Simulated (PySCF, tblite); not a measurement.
# C₄H₃F₃NO₂ radical: geometry, infrared bands and EPR parameters

Aim: predict the infrared bands and EPR parameters of C₄H₃F₃NO₂ radical (`O=CN/C=[C]/OC(F)(F)F`).

The runs use tblite 0.8.0 and PySCF 2.14.0, with density-fitted response routines of our own; the level of theory stands in each step. All values are computed, except where a source is named. Atoms are numbered from 0 throughout.

## Step 1: Starting geometry

13 atoms, charge 0, multiplicity 2; geometry from: force field or distance geometry start.

Bonds of the start (Å): O0–C1 1.26, C1–N2 1.42, N2–C3 1.43, C3–C4 1.31, C4–O5 1.39, O5–C6 1.43, C6–F7 1.40, C6–F8 1.37, C6–F9 1.37, C1–H10 1.08, N2–H11 1.04, C3–H12 1.09.

## Step 2: Optimising the geometry with GFN2-xTB

The job: settings as JSON, then the geometry in Å.

```
{"job": {"kind": "relax", "xc": "GFN2-xTB", "basis": "xTB"}, "charge": 0, "multiplicity": 2}
O      1.885400     1.488000    -0.498200
C      2.491300     0.582300     0.131300
N      1.816000    -0.659700     0.301000
C      0.500500    -0.867500    -0.230500
C     -0.127100     0.082800    -0.874400
O     -1.404300    -0.076300    -1.411800
C     -2.490900     0.406700    -0.617200
F     -2.405600    -0.314200     0.576400
F     -2.252700     1.723100    -0.307600
F     -3.705300     0.154400    -1.191500
H      3.484400     0.749900     0.530900
H      2.241700    -1.458300     0.810200
H     -0.037700    -1.810800    -0.097700
```

Run with:

```
$ OMP_NUM_THREADS=1 python probes_run.py task.json out
```

One launch serves the whole session: the jobs run in the order shown.

**Question.** This job is followed by: GFN2-xTB harmonic vibrations, gas phase; UKS B3LYP, pcH-1 on C F H N O, non-relativistic, mean-field spin-orbit, GIAO. What will the session give for the following? strongest single infrared mode (GFN2-xTB); zero-point energy (GFN2-xTB); g(iso) (B3LYP); ⟨S²⟩; largest a(iso) (averaged by class); surface potential, 1st and 99th percentile.

As calculated:

```
                                 quantity                  value
strongest single infrared mode (GFN2-xTB)  1143 cm⁻¹, 713 km/mol
             zero-point energy (GFN2-xTB)          44.9 kcal/mol
                           g(iso) (B3LYP)                2.00237
                                     ⟨S²⟩     0.760 (exact 0.75)
       largest a(iso) (averaged by class)   13C on C4, 696.8 MHz
    surface potential, 1st and 99th percentile     -1.60 V and 2.78 V
```

**Reading.** Over 104 steps the energy fell by 1.014 eV; of the close pairs, O5–C6 changed most, 1.430 to 1.328 Å. No mode is imaginary among the 33: a minimum at this level. The strongest single mode, at 1143 cm⁻¹, moves mainly C6. Unscaled tight-binding wavenumbers are off by several per cent, some by more. Its intensities can rank the bands wrongly. C4 carries the largest spin population, 0.87 e. The isotropic g lies 0.0 ppt above the free-electron value.
